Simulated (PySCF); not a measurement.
# [Er(HCN)]3+: other functionals and bases at one geometry

One table from this session's results is given with a row withheld; the runs are named, their logs left out.

The runs use PySCF 2.14.0; several levels, as the steps say, no spin–orbit coupling.

1 further run of the same task is left out (for a known fault of the program).

## The system as given

4 atoms, charge 3, spin multiplicity 1.

Bond lengths: Er1–N2 2.178 Å, N2–C3 1.167 Å, C3–H4 1.117 Å. Angles: Er1–N2–C3 180.0°, N2–C3–H4 180.0°.

As a file:

```csv
atom,x (Å),y (Å),z (Å)
Er1,0.0000,0.0000,-0.2181
N2,0.0000,0.0000,1.9597
C3,0.0000,0.0000,3.1266
H4,0.0000,0.0000,4.2440
```

Formal oxidation states: Er +3. Each metal's 11 4f electrons lie in its core potential, so multiplicities, spins and levels count the valence alone. An earlier session relaxed this geometry at PBE0, Er lcecp-1-SVP with ECP57, N def2-SVP, C def2-SVP, H def2-SVP (singlet, point group C∞v).

At PBE0 on the finer grid: E = -130.146840 Eh, HOMO -27.29 eV, LUMO -19.91 eV, Mulliken charge on Er1 +2.48 e, largest force component 0.001 eV/Å. 

Levels to run: BP86; r2SCAN; PBE0, TZVP. Hardware: 2 threads of Intel Xeon at 2.50GHz (Skylake/Cascade Lake), shared host.

Set-up of the first run:

Input file run.py (the lines that set the calculation):

```python
mol = gto.M(atom='''
Er     0.00000     0.00000    -0.21814
N      0.00000     0.00000     1.95973
C      0.00000     0.00000     3.12657
H      0.00000     0.00000     4.24400''',
    basis={'Er': 'lcecp-1-SVP', 'N': 'def2-SVP', 'C': 'def2-SVP', 'H': 'def2-SVP'},
    ecp={'Er': 'lcecp-1-SVP'},
    charge=3, spin=0)
mf = dft.RKS(mol, xc='B88,P86')
mf.grids.atom_grid = (75, 302)  # f atoms: unpruned, at least (60, 302)
mf = mf.density_fit()  # fitting sets: Er AutoAux, N def2-universal-JKFIT, C def2-universal-JKFIT, H def2-universal-JKFIT
mf.conv_tol = 1e-08; mf.max_cycle = 55
mf.kernel(dm0)  # dm0: the density of the relaxed state
```

Run with:

```bash
$ OMP_NUM_THREADS=2 python run.py
```

Steps of the session up to this table: BP86; r2SCAN; PBE0, TZVP.

One table of the session follows, with a row left open; its other results are not shown here.

| level | HOMO (eV) | gap (eV) | charge on Er1 (e) | dipole (D) | largest force component (eV/Å) |
| --- | --- | --- | --- | --- | --- |
| PBE0 (relaxed here) | -27.29 | 7.38 | 2.48 | 5.23 | 0.00 |
| BP86 | -26.13 | 5.12 | 2.43 | 5.51 | 1.49 |
| r2SCAN | ? | ? | ? | ? | ? |
| PBE0, TZVP | -27.20 | 7.31 | 2.59 | 5.28 | 0.86 |

Estimate the missing values for r2SCAN.

As computed: HOMO (eV): -26.19; gap (eV): 5.84; charge on Er1 (e): 2.49; dipole (D): 5.25; largest force component (eV/Å): 0.49. In the column «HOMO (eV)» it lies between PBE0, TZVP (-27.20) and BP86 (-26.13).

The dipole of a charged species depends on the origin, so these sizes hold for this origin alone.

In one basis the HOMO–LUMO gap runs from 5.12 eV (BP86) to 7.38 eV (PBE0). The largest leftover force, 1.49 eV/Å with BP86, stands at a geometry relaxed at another level. With 4f in the core, its levels are missing from HOMO and gap, and its count is fixed, so no charge can pass from the ligands into it. Total energies of different levels can't be compared.
